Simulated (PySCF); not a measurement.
# FH4PPb: the cost of one run

Programs: PySCF 2.14.0, with routines of our own; each step states its level. All values are computed. Atoms count from 0.

## 1. The starting structure

7 atoms, charge 0, multiplicity 1; geometry from: GFN2-xTB.

## 2. Relaxing the molecule at PBE0-D3(BJ)/def2-SVP

The job: settings as JSON, then the geometry in Å.

```
{"job": {"xc": "PBE0", "basis": "def2-SVP", "d3": "d3bj", "grid": 1, "maxiter": 30, "shake": 0.01, "kind": "geom"}, "charge": 0, "multiplicity": 1}
F     -1.029990     1.355100    -1.049970
Pb    -0.866990    -0.335820     0.138570
P      1.728540    -0.404140     0.413610
H     -1.645370    -1.549590    -0.871070
H     -1.891710     0.097460     1.518630
H      1.937690    -0.142150    -0.932180
H      1.801790     0.950040     0.732480
```

Started as:

```console
OMP_NUM_THREADS=1 python heavy_run.py task.json out
```

The driver reads the jobs from task.json and runs them one after another.

Q: Estimate the wall time and peak memory of this first job on 1 thread of Arm Neoverse N1, shared host.

About 32 s, with a peak of 0.35 GiB.
